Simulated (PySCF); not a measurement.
# Ways to converge the SCF of KCa

The same problem is solved with other solver options, one edit a run.

Method: method and basis as typed in the scripts; program: PySCF 2.14.0.

### Step 1. The starting structure

KCa: 2 atoms, charge 0, spin multiplicity 2.

Bond lengths: K1–Ca2 3.535 Å.

### Step 2. Base script

input.py reads:

```python
from pyscf import gto, scf, tdscf

mol = gto.M(
    atom='K 0 0 0; Ca 0 0 3.535',
    basis='cc-pvdz-dk',
    charge=0,
    spin=1,
    symmetry=True,
    verbose=4,
)
mf = scf.UHF(mol)
mf = mf.sfx2c1e()
mf.kernel()
td = tdscf.TDA(mf)
td.nstates = 6
td.kernel()
td.analyze()
mf.dip_moment()
print('orbital energies (hartree):', [e[max(0, n-3):n+3].round(4) for e, n in zip(mf.mo_energy, mol.nelec)])
```

On the command line:

```bash
> OMP_NUM_THREADS=1 python input.py
```

Its log is not repeated here.

It gives: E(SCF) = -1281.060590 Eh, 15 cycles, ⟨S²⟩ = 0.879, μ = 0.98 D, excitations 0.65, 0.65, 1.16, 1.16, 1.19 eV.

The bond length is a typed value, not an optimised one.

### Step 3. Level shift 0.3 hartree

Run 1 changes level shift: none → 0.3 hartree.

input.py reads:

```python
from pyscf import gto, scf, tdscf

mol = gto.M(
    atom='K 0 0 0; Ca 0 0 3.535',
    basis='cc-pvdz-dk',
    charge=0,
    spin=1,
    symmetry=True,
    verbose=4,
)
mf = scf.UHF(mol)
mf = mf.sfx2c1e()
mf.level_shift = 0.3
mf.kernel()
td = tdscf.TDA(mf)
td.nstates = 6
td.kernel()
td.analyze()
mf.dip_moment()
print('orbital energies (hartree):', [e[max(0, n-3):n+3].round(4) for e, n in zip(mf.mo_energy, mol.nelec)])
```

On the command line:

```bash
> OMP_NUM_THREADS=1 python input.py
```

### Step 4. Convergence threshold 1e-05 hartree

Run 2 changes convergence threshold: default → 1e-05 hartree.

Changes to input.py since step 2:

```diff
@@ -12,2 +12,3 @@
 mf = mf.sfx2c1e()
+mf.conv_tol = 1e-05
 mf.kernel()
```

### Step 5. Smearing width 0.2 hartree

Run 3 changes smearing width: none → 0.2 hartree; step after the SCF: tda → none.

Changes to input.py since step 2:

```diff
@@ -1,2 +1,2 @@
-from pyscf import gto, scf, tdscf
+from pyscf import gto, scf
 
@@ -12,7 +12,4 @@
 mf = mf.sfx2c1e()
+mf = scf.addons.smearing_(mf, sigma=0.2, method='fermi')
 mf.kernel()
-td = tdscf.TDA(mf)
-td.nstates = 6
-td.kernel()
-td.analyze()
 mf.dip_moment()
```

### Step 6. Convergence threshold 1e-11 hartree

Run 4 changes convergence threshold: default → 1e-11 hartree.

Changes to input.py since step 2:

```diff
@@ -12,2 +12,3 @@
 mf = mf.sfx2c1e()
+mf.conv_tol = 1e-11
 mf.kernel()
```

What does the calculation give? Wanted: for each run, E(SCF); from base; gap, α spin; SCF dipole; after the SCF.

As calculated:

```
                                     run  E(SCF) (hartree)  from base (eV)  cycles  gap, α spin (eV)  SCF dipole (D)              after the SCF
                                    base      -1281.060590               0      15              3.95            0.98  lowest root found 0.65 eV
                 level shift 0.3 hartree      -1281.060590          0.0000      31              3.95            0.97  lowest root found 0.65 eV
     convergence threshold 1e-05 hartree      -1281.060589          0.0000       9              3.95            0.97  lowest root found 0.65 eV
smearing width 0.2 hartree (poor choice)      -1279.970619  not comparable      13               n/a            8.55                        n/a
     convergence threshold 1e-11 hartree      -1281.060590          0.0000      17              3.95            0.97  lowest root found 0.65 eV
```

Distance from each run's final energy (log10 hartree) by cycle:

| run | cycle 1 | cycle 2 | cycle 3 | cycle 5 | cycle 8 | cycle 12 |
| --- | --- | --- | --- | --- | --- | --- |
| base | -2.1 | -2.5 | -2.7 | -3.1 | -5.7 | -7.9 |
| level shift 0.3 hartree | -2.0 | -2.2 | -2.3 | -2.6 | -3.2 | -4.0 |
| convergence threshold 1e-05 hartree | -2.1 | -2.5 | -2.7 | -3.1 | -6.0 | done |
| smearing width 0.2 hartree (poor choice) | -0.6 | -0.9 | -2.3 | -3.5 | -6.1 | -8.5 |
| convergence threshold 1e-11 hartree | -2.1 | -2.5 | -2.7 | -3.1 | -5.7 | -7.9 |

**Reading.** With level shift 0.3 hartree or convergence threshold 1e-05 hartree or convergence threshold 1e-11 hartree the SCF ends at the base energy. The base needs 15 cycles and the run with level shift 0.3 hartree needs 31. Rows marked «poor choice» come from settings spoiled on purpose.
